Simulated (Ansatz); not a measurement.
**CHBrClF: one species, many methods**

The task here is to estimate one member of a computed series from the others.

The runs use Ansatz 0.2.0, Gaussian basis; functionals in def2-TZVPP, the program's frozen cores in correlated methods.

Levels to be run: LDA (SPW92), PBE-D4, revPBE-D4, BLYP-D4, r2SCAN-D4, B97M-V, PBE0-D4, B3LYP-D4, r2SCANh-D4, r2SCAN0-D4, HSE06-D4, BHLYP-D4, CAM-B3LYP-D4, LC-ωPBE, ωB97X-V, ωB97M-V, B2PLYP, PBE-QIDH; CCSD(T)/def2-SVP; CCSD(T)/def2-TZVPP; MP2/def2-QZVPP; extrapolation to the limit; RPA on PBE.

**Structure used throughout**

All runs share one geometry, relaxed beforehand with PBE0-D4 in a triple-zeta def2 set.

SMILES `FC(Cl)Br`, 5 atoms, charge 0, spin multiplicity 1.

Atoms are counted from 1 here; the program's logs count them from 0.

Bond lengths: F1–C2 1.339 Å, C2–Cl3 1.753 Å, C2–Br4 1.934 Å, C2–H5 1.087 Å. Angles: F1–C2–Cl3 109.8°, F1–C2–Br4 109.3°, F1–C2–H5 109.9°, Cl3–C2–Br4 111.8°, Cl3–C2–H5 108.8°, Br4–C2–H5 107.2°.

Set-up of the first run:

The input, in.yaml:

```yaml
crystal:
  periodic: [false, false, false]
  atoms:
    - {symbol: F, position_ang: [-0.468883, 0.166873, 1.292666]}
    - {symbol: C, position_ang: [0.049607, 0.103800, 0.059734]}
    - {symbol: Cl, position_ang: [1.396104, -1.018316, 0.038765]}
    - {symbol: Br, position_ang: [-1.333731, -0.411004, -1.189979]}
    - {symbol: H, position_ang: [0.406803, 1.084947, -0.242486]}
basis:
  gaussian: {orbitals: def2-TZVPP}
hamiltonian: {xc: lda}
output: {orbitals: {seedname: orbitals}}
```

Steps of the session up to this table: LDA; PBE-D4 (GGA); revPBE-D4 (GGA); BLYP-D4 (GGA); r2SCAN-D4 (meta-GGA); B97M-V (meta-GGA); PBE0-D4 (hybrid); B3LYP-D4 (hybrid); r2SCANh-D4 (hybrid); r2SCAN0-D4 (hybrid); HSE06-D4 (hybrid); BHLYP-D4 (hybrid); CAM-B3LYP-D4 (range-separated); LC-ωPBE-D4 (range-separated; the results give it without D4); ωB97X-V (range-separated); ωB97M-V (range-separated); B2PLYP (double hybrid); PBE-QIDH (double hybrid).

One of the session's tables, all rows but one given; the rest of the session is left out.

It belongs to the step «Frontier levels by functional». 

| functional | HOMO (eV) | gap (eV) |
| --- | --- | --- |
| LDA (SPW92) | -7.43 | 5.27 |
| PBE-D4 | -7.26 | 5.32 |
| revPBE-D4 | -7.20 | 5.35 |
| BLYP-D4 | ? | ? |
| r2SCAN-D4 | -7.61 | 5.83 |
| B97M-V | -7.70 | 6.03 |
| PBE0-D4 | -8.61 | 7.68 |
| B3LYP-D4 | -8.34 | 7.12 |
| r2SCANh-D4 | -8.10 | 6.70 |
| r2SCAN0-D4 | -8.84 | 8.00 |
| HSE06-D4 | -8.21 | 6.89 |
| BHLYP-D4 | -9.81 | 9.94 |
| CAM-B3LYP-D4 | -9.97 | 10.17 |
| LC-ωPBE | -11.40 | 12.89 |
| ωB97X-V | -11.01 | 12.36 |
| ωB97M-V | -10.85 | 12.07 |

Q: Estimate the row for BLYP-D4 from the others.

Worked estimate for «HOMO (eV)». Against the share of exact exchange, B3LYP-D4 (0.2, -8.34), BHLYP-D4 (0.5, -9.81) give a slope of -4.90 per unit share; at 0 the line stands at -7.36.

**Answer.** HOMO (eV): -7.09; gap (eV): 5.23. In «HOMO (eV)» the line misses by -0.27.
